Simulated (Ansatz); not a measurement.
Run this with Ansatz 0.2.0 through its Python package and show what comes out.

`tih.py`:
```python
# -*- coding: utf-8 -*-
import warnings

import ansatz as az
import numpy as np

vectors0 = np.array([
    [2.94749, 0.0, 0.0],
    [0.0, 2.94749, 0.0],
    [0.0, 0.0, 4.56814],
])
sites = [
    ("Ti", (0.53081, 0.01817, 0.4781)),
    ("Ti", (0.99621, 0.51313, 0.0159)),
    ("H", (0.00893, 0.97679, 0.25128)),
    ("H", (0.00584, 0.9969, 0.73355)),
]


def build(cell):
    crystal = az.Crystal(lattice=az.Lattice.of(cell))
    for symbol, position in sites:
        crystal = crystal.atom(symbol, position)
    return crystal

warnings.simplefilter("ignore", az.DeckWarning)

def solve(crystal):
    return (
        crystal.calculation()
        .occupations("methfessel_paxton", width=0.1)
        .functional("pbesol")
        .basis(540, xc_grid=2)
        .kpoints(5, 5, 4)
        .scf(tolerance=1e-09)
        .forces()
        .stress()
        .run(threads=1)
    ).report


centre = solve(build(vectors0))
start = build(vectors0)
print(f"force on atom 0 along z: analytic {centre['forces_ev_ang'][0][2]:.4f} eV/A")
for h in (0.005, 0.02):
    shift = np.eye(3)[2] * h @ np.linalg.inv(vectors0)
    plus, minus = (solve(start.move(0, to=np.array(sites[0][1]) + sign * shift))["lagrangian_ev"] for sign in (1, -1))
    print(f"  step {h} A: numerical {-(plus - minus) / (2 * h):.4f} eV/A")
volume = abs(np.linalg.det(vectors0))
larger, smaller = (solve(build(vectors0 * (1 + sign * 0.005) ** (1 / 3)))["lagrangian_ev"] for sign in (1, -1))
numerical = -(larger - smaller) / (0.01 * volume) * 160.21766
print(f"pressure: analytic {np.trace(centre['stress_gpa']) / 3:.3f}, numerical {numerical:.3f} GPa")
```

Output of `python tih.py`:
```text
force on atom 0 along z: analytic 0.8736 eV/A
  step 0.005 A: numerical 0.8737 eV/A
  step 0.02 A: numerical 0.8746 eV/A
pressure: analytic -1.561, numerical -1.557 GPa
```

Notes:
- The mesh is modest for a metal, so energies can be off by several to tens of meV an atom and pressures by half a GPa or more; differences at equal mesh fare better.
- The program warned that this SCF threshold is loose for forces or stresses.
- Pressure is positive in compression.
- The cell is a database structure, distorted on purpose.
- The central difference errs as the square of the step, so the shorter step is the fairer test; what remains comes from the finite grid and the SCF threshold.
- The script silences the warnings on its input, which a real study should read.
- Run time: 58 s on 1 thread of Arm Neoverse N1, on a shared host, peak memory 0.42 GiB.
